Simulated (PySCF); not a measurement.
# TMS (C₄H₁₂Si): NMR shifts

What NMR shifts should TMS (C₄H₁₂Si) (`C[Si](C)(C)C`) show?

Computed with PySCF 2.14.0, with density-fitted response routines of our own, on a single molecule in the gas phase. Atoms count from 0, in the outputs and in this text.

### Step 1. The starting structure

17 atoms, charge 0, multiplicity 1; geometry from: GFN2-xTB.

Bonds of the start (Å): C0–Si1 1.91, Si1–C2 1.91, Si1–C3 1.91, Si1–C4 1.91, C0–H5 1.09, C0–H6 1.09, C0–H7 1.09, C2–H8 1.09, C2–H9 1.09, C2–H10 1.09, C3–H11 1.09, C3–H12 1.09, C3–H13 1.09, C4–H14 1.09, C4–H15 1.09, C4–H16 1.09.

### Step 2. NMR shieldings: LDA/6-311+G(2d,p)

Job settings and geometry (Å):

```
{"job": {"kind": "nmr", "xc": "LDA", "basis": "6-311+G(2d,p)", "pop": false}, "charge": 0, "multiplicity": 1}
C     -0.406572    -1.213421    -1.419378
Si    -0.001168    -0.000673    -0.001754
C      0.008130     1.785545    -0.675355
C     -1.319794    -0.154927     1.370252
C      1.716091    -0.415535     0.721562
H     -1.379676    -1.003559    -1.853159
H     -0.418731    -2.241638    -1.070248
H      0.327027    -1.147965    -2.217335
H      0.242457     2.501867     0.106393
H     -0.958122     2.057909    -1.089187
H      0.746490     1.907664    -1.462097
H     -2.312057     0.075313     0.994143
H     -1.350945    -1.160472     1.779082
H     -1.116988     0.525824     2.191677
H      1.746276    -1.426357     1.117085
H      2.493128    -0.336762    -0.032799
H      1.977455     0.259220     1.531210
```

With the program's defaults for keys left out, this is: GIAO LDA/6-311+G(2d,p) NMR shielding, non-relativistic, gas phase.

The run is started by

```console
$ OMP_NUM_THREADS=1 python probes_run.py task.json out
```

The driver reads the jobs from task.json and runs them one after another.

**Question.** This job is followed by: GIAO PBE/6-311+G(2d,p) NMR shielding, non-relativistic, gas phase. Predict these results of the whole session: shieldings of C, H, Si (LDA/6-311+G(2d,p), a mean where the table joins atoms); range of the shielding of Si1.

**Answer**, as computed:

| quantity | value |
| --- | --- |
| shieldings of C, H, Si (LDA/6-311+G(2d,p), a mean where the table joins atoms) | C0 184.2, H5 31.5, Si1 303.6 ppm |
| range of the shielding of Si1 | 303.6 to 323.6 ppm |

In words: At LDA/6-311+G(2d,p): The widest tensor belongs to C0, C2, C3, C4: span 13 ppm, with a paramagnetic part of -63 ppm. In ppm, Si1 moves most: its shielding spreads over 20.0 ppm, from 303.6 (LDA/6-311+G(2d,p)) to 323.6 (PBE/6-311+G(2d,p)).
